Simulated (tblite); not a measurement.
# C15H12N2S: the cost of one run

Programs: tblite 0.8.0 and PySCF 2.14.0, with routines of our own; each step states its level. All values are computed. Atoms count from 0.

## 1. The system as given

30 atoms, charge 0, multiplicity 1; geometry from: force field, distance geometry or constructed start.

## 2. Geometry optimisation with GFN2-xTB

Job settings and geometry (Å):

```
{"job": {"kind": "relax", "xc": "GFN2-xTB", "basis": "xTB"}, "charge": 0, "multiplicity": 1}
C      7.477300    -0.197700     0.440400
C      6.270600    -0.124900     0.410500
C      4.851100    -0.048500     0.388900
C      4.096800    -0.475000     1.478000
C      2.700600    -0.400100     1.457000
C      2.036800     0.104000     0.325800
N      0.636800     0.201700     0.338800
N      0.142500    -0.486000    -0.574700
C     -1.262000    -0.405900    -0.555400
C     -2.020400    -1.570900    -0.390600
C     -3.417700    -1.524500    -0.397600
C     -4.084000    -0.307700    -0.562200
S     -5.867700    -0.287600    -0.569500
C     -6.173800     0.907000     0.749200
C     -3.336600     0.865000    -0.753000
C     -1.938200     0.810300    -0.743800
C      2.801700     0.550500    -0.760600
C      4.196300     0.466400    -0.736500
H      8.534900    -0.255000     0.466100
H      4.595000    -0.878400     2.368700
H      2.120700    -0.729900     2.312200
H     -1.511200    -2.521100    -0.261600
H     -3.973600    -2.441400    -0.259800
H     -5.671200     0.599000     1.669200
H     -5.841100     1.909900     0.464200
H     -7.256800     0.948000     0.950900
H     -3.825200     1.816800    -0.922000
H     -1.365200     1.721600    -0.904200
H      2.302000     0.957000    -1.638200
H      4.770900     0.814400    -1.590000
```

The run is started by

```
$ OMP_NUM_THREADS=1 python large_run.py task.json out
```

The driver reads the jobs from task.json and runs them one after another.

Q: Estimate the wall time and peak memory of this first job on 1 thread of Intel Xeon Platinum 8375C at 2.90GHz, shared host.

About 6.2 s, with a peak of 0.19 GiB.
